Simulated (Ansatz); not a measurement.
# GeHf: the cost of one run

Program: Ansatz 0.2.0, Gaussian basis. Level of theory: the settings change from run to run. These are calculated values, not measurements.

25 further runs of the same task are left out: 11 for a known fault of the program, 3 that didn't finish, 11 set aside as unsound or not needed.

## (1) The geometry

The geometry is a PBE0/def2-TZVP stationary point (not a proven minimum). No spin-orbit coupling is included. Elements past krypton take def2 core potentials. The filled d shell of Ge may be among the frozen orbitals whatever the setting's name suggests; the logs give the count.

2 atoms, charge 0, spin multiplicity 3.

Atoms are counted from 1 here; the program's logs count them from 0.

Bond lengths: Hf1–Ge2 2.460 Å.

## (2) BCCD(T)/def2-SVP

in.yaml

```yaml
crystal:
  periodic: [false, false, false]
  atoms:
    - {symbol: Hf, position_ang: [0.000000, 0.000000, 0.000000]}
    - {symbol: Ge, position_ang: [0.000000, 0.000000, 2.460290]}
basis:
  gaussian: {orbitals: def2-SVP}
magnetization: {spin_polarized: false, initial_magnetization: 2}
hamiltonian: {xc: {name: B3LYP}}
correlation: {method: bccd_t, electrons: outside_noble_gas}
accuracy: high
scf: {lower_state_search: light}
```

Started as:

```
$ ansatz run in.yaml --threads 1 --pin off --events-out ev --progress --plain --max-ram 2393MiB
```

**Question.** How long does this run take on 1 thread of Intel Xeon 6975P-C, shared host, and how much memory does it need?

About 42 s, with a peak of 0.31 GiB.
